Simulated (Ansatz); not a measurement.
**ZrCl+ (triplet): from Hartree-Fock to the top rungs, def2-TZVPP**

The task here is to estimate one member of a computed series from the others.

Computed with Ansatz 0.2.0, Gaussian basis. Level: def2-TZVPP, core rule «outside noble gas», up to 9 orbitals frozen.

To be run: UHF; CCSD(T) on ROHF; CCSD(T) on UHF; CCSDT(Q) on ROHF; CCSDT(Q) on UHF.

10 further runs of the same task are left out: 6 for a known fault of the program, 4 set aside as unsound or not needed.

## The geometry

The geometry is a PBE0/def2-TZVP stationary point (not a proven minimum). No spin-orbit coupling is included. Elements past krypton take def2 core potentials.

2 atoms, charge 1, spin multiplicity 3.

Atoms are counted from 1 here; the program's logs count them from 0.

Bond lengths: Zr1–Cl2 2.227 Å.

Geometry (Å):

```
Zr    0.0000    0.0000    0.0000
Cl    0.0000    0.0000    2.2270
```

Set-up of the first run:

in.yaml

```yaml
crystal:
  periodic: [false, false, false]
  atoms:
    - {symbol: Zr, position_ang: [0.000000, 0.000000, 0.000000]}
    - {symbol: Cl, position_ang: [0.000000, 0.000000, 2.227000]}
basis:
  gaussian: {orbitals: def2-TZVPP}
total_charge: 1
magnetization: {spin_polarized: true, initial_magnetization: 2}
hamiltonian: {xc: hf}
output: {orbitals: {seedname: orbitals}}
```

Started as:

```
> ansatz run in.yaml --threads 1 --pin off --events-out ev --progress --plain --max-ram 3968MiB --backend cpu
```

Steps of the session up to this table: UHF; CCSD(T) on ROHF; CCSD(T) on UHF; CCSDT(Q) on ROHF; CCSDT(Q) on UHF.

One table of the session follows, with a row left open; its other results are not shown here.

| method | from RCCSDT(Q) (kJ/mol) |
| --- | --- |
| ROHF | +686.8 |
| UHF | +674.5 |
| RMP2 | ? |
| UMP2 | +74.0 |
| RCCSD | +37.0 |
| UCCSD | +28.1 |
| RCCSD(T) | +3.3 |
| UCCSD(T) | -5.3 |
| RCCSDT | +1.4 |
| UCCSDT | -7.2 |
| RCCSDT(Q) | 0 |
| UCCSDT(Q) | -9.3 |

**Question.** Estimate the row for RMP2.

As computed: from RCCSDT(Q) (kJ/mol): +83.2. In the column «from RCCSDT(Q) (kJ/mol)» it lies between UMP2 (+74.0) and UHF (+674.5).

Limits of these values: Restricted and unrestricted rows rest on different reference determinants; where their highest levels disagree by more than a few hundredths of an eV, they describe different states and don't form one ladder.
